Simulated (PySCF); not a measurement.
# Tb(OH)4: other functionals and bases at one geometry

One table from this session's results is given with a row withheld; the runs are named, their logs left out.

Program: PySCF 2.14.0. Level of theory: several levels, as the steps say, no spin–orbit coupling. These are calculated values, not measurements.

1 further run of the same task is left out (for a known fault of the program).

## The system as given

9 atoms, charge 0, spin multiplicity 1.

Bond lengths: Tb1–O2 1.987 Å, Tb1–O4 1.987 Å, Tb1–O6 1.987 Å, Tb1–O8 1.987 Å, O2–H3 0.956 Å, O4–H5 0.956 Å, O6–H7 0.956 Å, O8–H9 0.956 Å. Angles: O2–Tb1–O4 109.4°, O2–Tb1–O6 109.5°, O2–Tb1–O8 109.5°, O4–Tb1–O6 109.5°, O4–Tb1–O8 109.5°, O6–Tb1–O8 109.4°, Tb1–O2–H3 179.7°, Tb1–O4–H5 179.7°, Tb1–O6–H7 179.7°, Tb1–O8–H9 179.7°.

Geometry (Å):

```mol
H4O4Tb
  3D, bonds by distance, orders not assigned

  9  8  0  0  0  0  0  0  0  0999 V2000
    0.0000    0.0000    0.0000 Tb  0  0
    1.2539    1.0293    1.1476 O   0  0
    1.8601    1.5202    1.7002 H   0  0
   -1.2539   -1.0293    1.1476 O   0  0
   -1.8601   -1.5202    1.7002 H   0  0
    1.0293   -1.2539   -1.1476 O   0  0
    1.5202   -1.8601   -1.7002 H   0  0
   -1.0293    1.2539   -1.1476 O   0  0
   -1.5202    1.8601   -1.7002 H   0  0
  1  2  8  0
  1  4  8  0
  1  6  8  0
  1  8  8  0
  2  3  8  0
  4  5  8  0
  6  7  8  0
  8  9  8  0
M  END
```

Formal oxidation states: Tb +4. Each metal's 7 4f electrons lie in its core potential, so multiplicities, spins and levels count the valence alone. An earlier session relaxed this geometry at PBE0, Tb lcecp-2-SVP with ECP53, O def2-SVP, H def2-SVP (singlet, point group Td).

At PBE0 on the finer grid: E = -346.349125 Eh, frontier levels not given, since the 4f levels lie in the core, Mulliken charge on Tb1 +1.32 e, largest force component 0.003 eV/Å. 

Levels to run: B3LYP; HF; PBE0, TZVP. Hardware: 2 threads of Intel Xeon Platinum 8375C at 2.90GHz (Ice Lake), shared host.

Set-up of the first run:

File run.py (the lines that set the calculation):

```python
mol = gto.M(atom='''
Tb     0.00000     0.00000     0.00000
O      1.25387     1.02926     1.14762
H      1.86015     1.52022     1.70017
O     -1.25387    -1.02926     1.14762
H     -1.86015    -1.52022     1.70017
O      1.02926    -1.25387    -1.14762
H      1.52022    -1.86015    -1.70017
O     -1.02926     1.25387    -1.14762
H     -1.52022     1.86015    -1.70017''',
    basis={'Tb': 'lcecp-2-SVP', 'O': 'def2-SVP', 'H': 'def2-SVP'},
    ecp={'Tb': 'lcecp-2-SVP'},
    charge=0, spin=0)
mf = dft.RKS(mol, xc='B3LYP')
mf.grids.atom_grid = (75, 302)  # f atoms: unpruned, at least (60, 302)
mf = mf.density_fit()  # fitting sets: Tb AutoAux, O def2-universal-JKFIT, H def2-universal-JKFIT
mf.conv_tol = 1e-08; mf.max_cycle = 55
mf.kernel(dm0)  # dm0: the density of the relaxed state
```

Command:

```sh
$ OMP_NUM_THREADS=2 python run.py
```

Among the steps run: B3LYP; HF; PBE0, TZVP.

One table of the session follows, with a row left open; its other results are not shown here.

```
              level  charge on Tb1 (e)  largest force component (eV/Å)
PBE0 (relaxed here)               1.32                            0.00
              B3LYP                  ?                               ?
                 HF               1.94                            0.84
         PBE0, TZVP               1.84                            0.28
```

Estimate the missing values for B3LYP.

As computed: charge on Tb1 (e): 1.23; largest force component (eV/Å): 0.11. In the column «charge on Tb1 (e)» it is the lowest.

The largest leftover force, 0.84 eV/Å with HF, stands at a geometry relaxed at another level. With 4f in the core, its levels are missing from HOMO and gap, and its count is fixed, so no charge can pass from the ligands into it. Total energies of different levels can't be compared.
